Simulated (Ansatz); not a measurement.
**CH₄ClFSi: taking an electron away**

One table from this session's results is given with a row withheld; the runs are named, their logs left out.

The runs use Ansatz 0.2.0, Gaussian basis; unrestricted cation, the program's frozen cores in correlated methods.

Levels to be run: UKS PBE-D4/def2-TZVPP; UKS r2SCAN-D4/def2-TZVPP; UKS PBE0-D4/def2-TZVPP; UKS B3LYP-D4/def2-TZVPP; UKS wB97X-V/def2-TZVPP; UKS wB97M-V/def2-TZVPP; UKS B2PLYP/def2-TZVPP; UHF-CCSD(T)/def2-TZVPP; UHF-CCSD(T)/def2-QZVPP; extrapolation to the limit; then −ε(HOMO) from the neutral's earlier runs with LDA (SPW92), PBE-D4, revPBE-D4, BLYP-D4, r2SCAN-D4, B97M-V, PBE0-D4, B3LYP-D4, r2SCANh-D4, r2SCAN0-D4, HSE06-D4, BHLYP-D4, CAM-B3LYP-D4, LC-ωPBE, ωB97X-V, ωB97M-V.

## The relaxed structure

An earlier PBE0-D4 in a triple-zeta def2 set relaxation fixed the geometry.

8 atoms, charge 0, spin multiplicity 1.

Atoms are counted from 1 here; the program's logs count them from 0.

Bond lengths: C1–Si2 1.843 Å, C1–H5 1.093 Å, C1–H6 1.092 Å, C1–H7 1.092 Å, Si2–F3 1.594 Å, Si2–Cl4 2.046 Å, Si2–H8 1.477 Å. Angles: Si2–C1–H5 110.3°, Si2–C1–H6 110.4°, Si2–C1–H7 110.5°, H5–C1–H6 108.5°, H5–C1–H7 108.6°, H6–C1–H7 108.4°, C1–Si2–F3 109.4°, C1–Si2–Cl4 110.3°, C1–Si2–H8 114.2°, F3–Si2–Cl4 107.6°, F3–Si2–H8 107.4°, Cl4–Si2–H8 107.7°.

Set-up of the first run:

in.yaml

```yaml
crystal:
  periodic: [false, false, false]
  atoms:
    - {symbol: C, position_ang: [-0.276704, 0.958286, 0.083845]}
    - {symbol: Si, position_ang: [0.364031, -0.761757, -0.084162]}
    - {symbol: F, position_ang: [0.846026, -1.289980, 1.340201]}
    - {symbol: Cl, position_ang: [-1.119992, -2.010054, -0.735519]}
    - {symbol: H, position_ang: [0.509758, 1.621283, 0.453169]}
    - {symbol: H, position_ang: [-0.620637, 1.332827, -0.882909]}
    - {symbol: H, position_ang: [-1.115029, 0.988254, 0.783163]}
    - {symbol: H, position_ang: [1.504648, -0.895861, -1.013587]}
basis:
  gaussian: {orbitals: def2-TZVPP}
total_charge: 1
magnetization: {spin_polarized: true, initial_magnetization: 1}
hamiltonian: {xc: pbe, dispersion: d4}
```

Run with:

```
$ ansatz run in.yaml --threads 2 --pin off --events-out ev --progress --plain --max-ram 32768MiB --backend cpu
```

Among the steps run: Cation, UKS PBE-D4/def2-TZVPP; Cation, UKS r2SCAN-D4/def2-TZVPP; Cation, UKS PBE0-D4/def2-TZVPP; Cation, UKS B3LYP-D4/def2-TZVPP; Cation, UKS wB97X-V/def2-TZVPP; Cation, UKS wB97M-V/def2-TZVPP; Cation, UKS B2PLYP (frozen core)/def2-TZVPP; Cation, UHF-CCSD(T)/def2-TZVPP; Cation, UHF-CCSD(T)/def2-QZVPP.

One table of the session follows, with a row left open; its other results are not shown here.

Orbital estimates, from the neutral's runs:

| functional | −ε(HOMO) (eV) |
| --- | --- |
| LDA (SPW92) | 7.68 |
| PBE-D4 | 7.58 |
| revPBE-D4 | 7.54 |
| BLYP-D4 | 7.46 |
| r2SCAN-D4 | 7.93 |
| B97M-V | 8.03 |
| PBE0-D4 | 8.97 |
| B3LYP-D4 | 8.73 |
| r2SCANh-D4 | 8.44 |
| r2SCAN0-D4 | 9.20 |
| HSE06-D4 | 8.56 |
| BHLYP-D4 | ? |
| CAM-B3LYP-D4 | 10.36 |
| LC-ωPBE | 11.74 |
| ωB97X-V | 11.38 |
| ωB97M-V | 11.21 |

Q: Estimate the row for BHLYP-D4 from the others.

Worked estimate for «−ε(HOMO) (eV)». Against the share of exact exchange, BLYP-D4 (0, 7.46), B3LYP-D4 (0.2, 8.73) give a slope of 6.35 per unit share; at 0.5 the line stands at 10.63.

The run gave: −ε(HOMO) (eV): 10.26. In «−ε(HOMO) (eV)» the line misses by +0.37.
